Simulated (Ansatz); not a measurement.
**C₇H₇+: one species, many methods**

The task here is to estimate one member of a computed series from the others.

Program: Ansatz 0.2.0, Gaussian basis. Level of theory: functionals in def2-TZVPP, the program's frozen cores in correlated methods. These are calculated values, not measurements.

Plan: LDA (SPW92), PBE-D4, revPBE-D4, BLYP-D4, r2SCAN-D4, B97M-V, PBE0-D4, B3LYP-D4, r2SCANh-D4, r2SCAN0-D4, HSE06-D4, BHLYP-D4, CAM-B3LYP-D4, LC-ωPBE, ωB97X-V, ωB97M-V, B2PLYP, PBE-QIDH; CCSD(T)/def2-SVP; CCSD(T)/def2-TZVPP; MP2/def2-QZVPP; extrapolation to the limit; RPA on PBE.

## Structure used throughout

An earlier PBE0-D4 in a triple-zeta def2 set relaxation fixed the geometry.

SMILES `[CH2+]c1ccccc1`, 14 atoms, charge 1, spin multiplicity 1.

Atoms are counted from 1 here; the program's logs count them from 0.

Bond lengths: C1–C2 1.362 Å, C1–H8 1.086 Å, C1–H9 1.086 Å, C2–C3 1.432 Å, C2–C7 1.432 Å, C3–C4 1.366 Å, C3–H10 1.084 Å, C4–C5 1.401 Å, C4–H11 1.083 Å, C5–C6 1.401 Å, C5–H12 1.085 Å, C6–C7 1.366 Å, C6–H13 1.083 Å, C7–H14 1.084 Å. Angles: C2–C1–H8 121.4°, C2–C1–H9 121.4°, H8–C1–H9 117.3°, C1–C2–C3 120.2°, C1–C2–C7 120.2°, C3–C2–C7 119.7°, C2–C3–C4 119.8°, C2–C3–H10 119.0°, C4–C3–H10 121.2°, C3–C4–C5 119.2°, C3–C4–H11 120.9°, C5–C4–H11 119.9°, C4–C5–C6 122.5°, C4–C5–H12 118.8°, C6–C5–H12 118.8°, C5–C6–C7 119.2°, C5–C6–H13 119.9°, C7–C6–H13 120.9° and more.

Set-up of the first run:

The input, in.yaml:

```yaml
crystal:
  periodic: [false, false, false]
  atoms:
    - {symbol: C, position_ang: [0.137829, -1.575855, 1.619455]}
    - {symbol: C, position_ang: [0.054571, -0.628155, 0.645170]}
    - {symbol: C, position_ang: [0.734679, -0.815648, -0.601394]}
    - {symbol: C, position_ang: [0.646171, 0.141005, -1.572791]}
    - {symbol: C, position_ang: [-0.112890, 1.293659, -1.329200]}
    - {symbol: C, position_ang: [-0.790195, 1.507327, -0.121008]}
    - {symbol: C, position_ang: [-0.713138, 0.561500, 0.861896]}
    - {symbol: H, position_ang: [0.714549, -2.484459, 1.475936]}
    - {symbol: H, position_ang: [-0.369465, -1.453369, 2.571514]}
    - {symbol: H, position_ang: [1.312739, -1.720106, -0.754613]}
    - {symbol: H, position_ang: [1.152704, 0.018613, -2.521623]}
    - {symbol: H, position_ang: [-0.178681, 2.049336, -2.105486]}
    - {symbol: H, position_ang: [-1.364855, 2.413357, 0.022908]}
    - {symbol: H, position_ang: [-1.224020, 0.692804, 1.809226]}
basis:
  gaussian: {orbitals: def2-TZVPP}
total_charge: 1
hamiltonian: {xc: lda}
output: {orbitals: {seedname: orbitals}}
```

Started as:

```sh
$ ansatz run in.yaml --threads 4 --pin off --events-out ev --progress --plain --max-ram 11315MiB
```

Among the steps run: LDA; PBE-D4 (GGA); revPBE-D4 (GGA); BLYP-D4 (GGA); r2SCAN-D4 (meta-GGA); B97M-V (meta-GGA); B3LYP-D4 (hybrid); r2SCANh-D4 (hybrid); r2SCAN0-D4 (hybrid); HSE06-D4 (hybrid); BHLYP-D4 (hybrid); CAM-B3LYP-D4 (range-separated); LC-ωPBE (range-separated); ωB97X-V (range-separated); ωB97M-V (range-separated); B2PLYP (double hybrid); PBE-QIDH (double hybrid).

One table of the session follows, with a row left open; its other results are not shown here.

It belongs to the step «Orbital energies across the functionals». Levels, from each run's orbital file:

| functional | HOMO (eV) | LUMO (eV) | gap (eV) |
| --- | --- | --- | --- |
| LDA (SPW92) | -12.22 | -9.95 | 2.27 |
| PBE-D4 | -12.01 | -9.72 | 2.30 |
| revPBE-D4 | -11.94 | -9.63 | 2.31 |
| BLYP-D4 | -11.81 | -9.52 | 2.29 |
| r2SCAN-D4 | -12.14 | -9.61 | 2.53 |
| B97M-V | -12.08 | -9.50 | 2.58 |
| PBE0-D4 | -12.94 | -8.88 | 4.06 |
| B3LYP-D4 | -12.71 | -9.02 | 3.69 |
| r2SCANh-D4 | -12.50 | -9.30 | 3.20 |
| r2SCAN0-D4 | -13.04 | -8.82 | 4.21 |
| HSE06-D4 | -12.55 | -9.25 | 3.30 |
| BHLYP-D4 | -13.65 | -7.82 | 5.83 |
| CAM-B3LYP-D4 | ? | ? | ? |
| LC-ωPBE | -15.46 | -6.89 | 8.57 |
| ωB97X-V | -15.08 | -6.83 | 8.25 |
| ωB97M-V | -15.01 | -6.88 | 8.14 |

Estimate the missing values for CAM-B3LYP-D4.

The run gave: HOMO (eV): -14.13; LUMO (eV): -7.81; gap (eV): 6.33. In the column «HOMO (eV)» it lies between ωB97M-V (-15.01) and BHLYP-D4 (-13.65).
